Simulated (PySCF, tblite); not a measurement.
# C₅H₁₀B₂Si: geometry, infrared bands and NMR shifts

Wanted: the infrared bands and NMR shifts of C₅H₁₀B₂Si (`BC1=CCC=C(B)[SiH2]1`), by calculation.

The runs use tblite 0.8.0 and PySCF 2.14.0, with density-fitted response routines of our own; the level of theory stands in each step. All values are computed, except where a source is named. Atoms are numbered from 0 throughout.

## Step 1: Starting geometry

18 atoms, charge 0, multiplicity 1; geometry from: force field or distance geometry start.

Bonds of the start (Å): B0–C1 1.57, C1–C2 1.33, C2–C3 1.46, C3–C4 1.45, C4–C5 1.34, C5–B6 1.54, C5–Si7 1.87, Si7–C1 1.84, B0–H8 1.19, B0–H9 1.17, C2–H10 1.09, C3–H11 1.14, C3–H12 1.11, C4–H13 1.09, B6–H14 1.20, B6–H15 1.17, Si7–H16 1.46, Si7–H17 1.46.

## Step 2: Optimising the geometry with GFN2-xTB

The job: settings as JSON, then the geometry in Å.

```
{"job": {"kind": "relax", "xc": "GFN2-xTB", "basis": "xTB"}, "charge": 0, "multiplicity": 1}
B      2.995600     0.057100     0.027400
C      1.463000    -0.147500    -0.266500
C      0.943900    -1.369500    -0.216500
C     -0.454700    -1.687200    -0.472700
C     -1.505700    -0.731200    -0.187200
C     -1.371800     0.602100    -0.230800
B     -2.567800     1.529800     0.076300
Si     0.327200     1.246600    -0.654200
H      3.454300     1.142200     0.201800
H      3.738400    -0.746500    -0.384300
H      1.633200    -2.185000     0.019900
H     -0.747700    -2.656800     0.057200
H     -0.543000    -1.957100    -1.550900
H     -2.503900    -1.084900     0.058700
H     -2.315900     2.598600     0.554100
H     -3.585000     1.432200    -0.503700
H      0.445400     1.603000    -2.064300
H      0.586000     2.360400     0.259300
```

Run with:

```bash
$ OMP_NUM_THREADS=1 python probes_run.py task.json out
```

The driver reads the jobs from task.json and runs them one after another.

**Question.** This job is followed by: GFN2-xTB harmonic vibrations, gas phase; GIAO PBE0/pcSseg-1 NMR shielding, non-relativistic, gas phase. What will the session give for the following? strongest single infrared mode (GFN2-xTB); zero-point energy (GFN2-xTB); ¹³C shifts against TMS (PBE0/pcSseg-1, means over atoms taken as alike); ¹H shifts against TMS (PBE0/pcSseg-1, means over atoms taken as alike); ¹¹B shifts against BF3·OEt2 (PBE0/pcSseg-1, means over atoms taken as alike); ²⁹Si shifts against TMS (PBE0/pcSseg-1).

As calculated:

| quantity | value |
| --- | --- |
| strongest single infrared mode (GFN2-xTB) | 2170 cm⁻¹, 463 km/mol |
| zero-point energy (GFN2-xTB) | 80.0 kcal/mol |
| ¹³C shifts against TMS (PBE0/pcSseg-1, means over atoms taken as alike) | 159.4, 150.1, 41.0 ppm |
| ¹H shifts against TMS (PBE0/pcSseg-1, means over atoms taken as alike) | 7.48, 7.15, 4.73, 3.45 ppm |
| ¹¹B shifts against BF3·OEt2 (PBE0/pcSseg-1, means over atoms taken as alike) | 75.7 ppm |
| ²⁹Si shifts against TMS (PBE0/pcSseg-1) | -93.1 ppm |

In words: Relaxing lowered the energy by 0.485 eV in 153 steps; the close pair that moved most is C3–C4, from 1.449 to 1.499 Å. No mode is imaginary among the 48: a minimum at this level. The strongest single mode, at 2170 cm⁻¹, moves mainly H16. GFN2-xTB is a fitted tight-binding method: band positions and strengths are rough. Its intensities can rank the bands wrongly.
